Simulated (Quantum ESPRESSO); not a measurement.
Crystal: Co.

```
CELL_PARAMETERS angstrom
2.50700 0.00000 0.00000
-1.25350 2.17113 0.00000
0.00000 0.00000 4.06900
ATOMIC_POSITIONS crystal
Co 0.33333 0.66667 0.25000
Co 0.66667 0.33333 0.75000
```

Program: Quantum ESPRESSO 7.5. Alike in all runs: task band structure; spin collinear, ferromagnetic start; cell as given; k mesh 16 × 16 × 10; smearing fermi-dirac 0.05 eV.

Order these runs on this cell by their pressure, lowest first.
A. level PBE+U; potentials or basis SSSP 1.3 efficiency PBE; U Co d U = 2 eV; cutoff (eV) 748
B. level LDA; potentials or basis GBRV 1.5 LDA; cutoff (eV) 762; form of the LDA correlation PZ81
C. level PBE; potentials or basis SSSP 1.3 efficiency PBE; cutoff (eV) 748
D. level PBEsol; potentials or basis GBRV 1.5 PBEsol; cutoff (eV) 762

B (-21.8 GPa), D (-13.7 GPa), C (-4.1 GPa), A (-0.3 GPa).

Caveats: so large a pressure means that the cell lies far from this level's equilibrium, or that cutoff or potentials fall short (some runs); the U is typed as a test and isn't derived for this compound (some runs).

Not every run made on this cell is shown here.
